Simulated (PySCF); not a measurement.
# A diatomic session: PI

One table from this session's results is given with a row withheld; the runs are named, their logs left out.

Program: PySCF 2.14.0. Level of theory: P def2-TZVPP, I def2-TZVPP with ECP28, scalar-relativistic core potentials. These are calculated values, not measurements.

The first run:

The job is set up so:

```
atoms                         : P, I
charge                        : 0
basis                         : P def2-TZVPP, I def2-TZVPP with ECP28
Hamiltonian                   : scalar-relativistic core potentials
basis functions               : 92
electrons treated             : 40
masses in u                   : 30.9738, 126.9045
levels                        : PBE0, PBE, r²SCAN, M06, BLYP, MN15, LDA, ωB97X-V, HF, MP2, SCS-MP2, CCSD, CCSD(T)
grid                          : 80 radial by 434 angular points
occupations                   : held fixed by the projection of orbital angular momentum
dissociation limit            : P + I, each in its ground configuration
starting distance in angstrom : 2.375
values of 2S to try           : 0, 2, 4
```

The run is started by

```console
OMP_NUM_THREADS=1 python dia.py task.json out
```

Among the steps run: Input; PBE0 along the bond; Other states along the same grid; PBE (GGA); r²SCAN (meta-GGA); M06 (hybrid meta-GGA); BLYP (GGA); MN15 (hybrid meta-GGA); LDA; ωB97X-V (range-separated hybrid); UHF (mean field); Correlated methods on the Hartree–Fock reference.

One of the session's tables, all rows but one given; the rest of the session is left out.

| level | Re (Å) | ωe (cm⁻¹) | De (eV) |
| --- | --- | --- | --- |
| UHF | 2.411 | 367 | 1.04 |
| UHF-MP2 | 2.372 | 375 | 2.23 |
| UHF-SCS-MP2 | 2.385 | 367 | 2.15 |
| UHF-CCSD | 2.388 | 369 | 2.01 |
| UHF-CCSD(T) | 2.391 | 365 | 2.18 |
| LDA | ? | ? | ? |
| PBE | 2.388 | 368 | 2.80 |
| BLYP | 2.421 | 346 | 2.62 |
| r²SCAN | 2.377 | 375 | 2.63 |
| PBE0 | 2.370 | 381 | 2.59 |
| M06 | 2.366 | 380 | 2.59 |
| MN15 | 2.365 | 374 | 2.32 |
| ωB97X-V | 2.360 | 391 | 2.55 |

**Question.** Estimate the row for LDA.

The run gave: Re (Å): 2.356; ωe (cm⁻¹): 386; De (eV): 3.38. In the column «Re (Å)» it is the lowest.
